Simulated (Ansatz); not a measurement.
**SiHCl2F (SMILES F[SiH](Cl)Cl): HSE06/def2-SVPD**

Aim: the electronic atomisation energy of SiHCl2F at HSE06/def2-SVPD, from 5 runs. 

The calculation is run with Ansatz 0.2.0.

62 further runs of the same task are left out: 62 set aside as unsound or not needed.

## (1) The structure to begin with

The species is SiHCl2F (5 atoms), meant as a singlet with charge 0. As SMILES, `F[SiH](Cl)Cl`. The coordinates come from a PBE0-D4/def2-TZVP relaxation.

Bond lengths: F1–Si2 1.581 Å, Si2–Cl3 2.024 Å, Si2–Cl4 2.024 Å, Si2–H5 1.467 Å. Angles: F1–Si2–Cl3 108.4°, F1–Si2–Cl4 108.4°, Cl3–Si2–Cl4 110.2°, F1–Si2–H5 109.1°, Cl3–Si2–H5 110.4°, Cl4–Si2–H5 110.4°.

## (2) The energy at HSE06/def2-SVPD

input.yaml reads:

```yaml
crystal:
  periodic: [false, false, false]
  atoms:
    - {symbol: F, position_ang: [0.035500, -0.682700, 1.466900]}
    - {symbol: Si, position_ang: [0.115700, -0.048400, 0.020800]}
    - {symbol: Cl, position_ang: [-0.511900, 1.872300, 0.131500]}
    - {symbol: Cl, position_ang: [-1.092800, -1.108700, -1.208300]}
    - {symbol: H, position_ang: [1.503300, -0.106100, -0.452400]}
basis:
  gaussian:
    orbitals: def2-SVPD
accuracy: high
hamiltonian:
  xc: {name: HSE06}
output: {orbitals: {seedname: orbitals}}
```

Run with:

```
$ ansatz run input.yaml --threads 1 --pin off --max-ram 3480MiB --events-out events.jsonl --progress --plain --runs-dir runs
```

The program printed:

```text
Warning: RAYON_NUM_THREADS=1 ignored (pool sized by the plan → 1); use --threads N
Functional definition: HSE06
  name "HSE06"
  parameter a = 0.25
  parameter omega = 0.11/bohr
  exchange = pbe_x - a*pbe_x_sr(omega) + a*exact_x_sr(omega)
  correlation = pbe_c
2049 factors; integrals over basis functions are off by at most 3.2e-9 eV
138 factors; integrals over basis functions are off by at most 1.7e-9 eV
mean field evaluation 1: about -35631.9814 eV, gradient 3.1e1 eV
mean field evaluation 2: about -35629.5984 eV, gradient 5.1e1 eV
mean field evaluation 4: about -35633.5629 eV, gradient 1.0e0 eV
mean field evaluation 8: about -35633.6963 eV, gradient 1.1e-1 eV
mean field evaluation 16: about -35633.6963 eV, gradient 2.4e-5 eV
mean field -35633.69634575 eV, -1309.5141873195 hartree, gradient 9.5e-8 eV, S^2 0.000000; 0 other end points of the search recorded, 0 dependent functions left out
reference -35633.69634949 eV, -1309.5141874570 hartree; 29, 29 occupied and 80, 80 virtual orbitals, 2049 factors
Total energy: -35633.69634949 eV, -1309.5141874570 hartree
```

Wall time 3.9 s (1 thread of AMD EPYC 9R45 (Zen 5), shared host); peak memory 0.42 GiB.

## (3) The Cl atom at the same level

run.yaml reads:

```yaml
crystal:
  periodic: [false, false, false]
  atoms:
    - {symbol: Cl, position_ang: [0.000000, 0.000000, 0.000000]}
basis:
  gaussian: {orbitals: def2-SVPD}
magnetization: {spin_polarized: true, initial_magnetization: 1}
hamiltonian: {xc: {name: HSE06}}
accuracy: high
```

Run the same way, it converges to -459.83864 Eh (log not shown).

## (4) The F atom

job.yaml reads:

```yaml
crystal:
  periodic: [false, false, false]
  atoms:
    - {symbol: F, position_ang: [0.000000, 0.000000, 0.000000]}
basis:
  gaussian:
    orbitals: def2-SVPD
magnetization:
  spin_polarized: true
  initial_magnetization: 1
hamiltonian:
  xc: hse06
accuracy: high
```

Run the same way, it converges to -99.55565 Eh (log not shown).

## (5) The H atom

run.yaml reads:

```yaml
basis:
  gaussian:
    orbitals: def2-SVPD
crystal:
  periodic: [false, false, false]
  atoms:
    - {symbol: H, position_ang: [0.000000, 0.000000, 0.000000]}
magnetization:
  spin_polarized: true
  initial_magnetization: 1
hamiltonian:
  xc: hse06
accuracy: high
```

Run with:

```
$ ansatz run run.yaml --threads 1 --pin off --max-ram 3480MiB --events-out events.jsonl --progress --plain --runs-dir runs
```

The program printed:

```text
Warning: RAYON_NUM_THREADS=1 ignored (pool sized by the plan → 1); use --threads N
Functional definition: HSE06
  name "HSE06"
  parameter a = 0.25
  parameter omega = 0.11/bohr
  exchange = pbe_x - a*pbe_x_sr(omega) + a*exact_x_sr(omega)
  correlation = pbe_c
33 factors; integrals over basis functions are off by at most 4.9e-10 eV
19 factors; integrals over basis functions are off by at most 8.5e-10 eV
mean field evaluation 1: about -13.6054 eV, gradient 1.7e-1 eV
mean field evaluation 2: about -13.6054 eV, gradient 1.7e-1 eV
mean field evaluation 4: about -13.6058 eV, gradient 3.8e-3 eV
mean field evaluation 8: about -13.6058 eV, gradient 1.7e-9 eV
mean field -13.60580581 eV, -0.5000041413 hartree, gradient 1.7e-9 eV, S^2 0.750000; 0 other end points of the search recorded, 0 dependent functions left out
reference -13.60580762 eV, -0.5000042076 hartree; 1, 0 occupied and 7, 8 virtual orbitals, 33 factors
Total energy: -13.60580762 eV, -0.5000042076 hartree
```

It took 0.1 s on 1 thread of AMD EPYC 9R45 (Zen 5), shared host.

## (6) The Si atom

job.yaml reads:

```yaml
crystal:
  periodic: [false, false, false]
  atoms:
    - symbol: Si
      position_ang: [0.000000, 0.000000, 0.000000]
basis:
  gaussian: {orbitals: def2-SVPD}
magnetization: {spin_polarized: true, initial_magnetization: 2}
hamiltonian: {xc: {name: HSE06}}
accuracy: high
```

Run the same way, it converges to -289.14628 Eh (log not shown).

## (7) Outcome

At HSE06/def2-SVPD:

| quantity | value |
| --- | --- |
| molecule: total energy | -1309.51419 Eh |
| molecule: HOMO energy | -9.37 eV |
| molecule: LUMO energy | -0.43 eV |
| molecule: HOMO–LUMO gap | 8.93 eV |
| Cl atom: total energy | -459.83864 Eh |
| Cl atom: ⟨S²⟩ | 0.753 |
| F atom: total energy | -99.55565 Eh |
| F atom: ⟨S²⟩ | 0.752 |
| H atom: total energy | -0.50000 Eh |
| H atom: ⟨S²⟩ | 0.750 |
| Si atom: total energy | -289.14628 Eh |
| Si atom: ⟨S²⟩ | 2.005 |
| electronic atomisation energy | 17.279 eV |

Taking the molecule apart into free atoms costs 17.28 eV (1667 kJ/mol), before zero-point energy and without spin-orbit coupling.
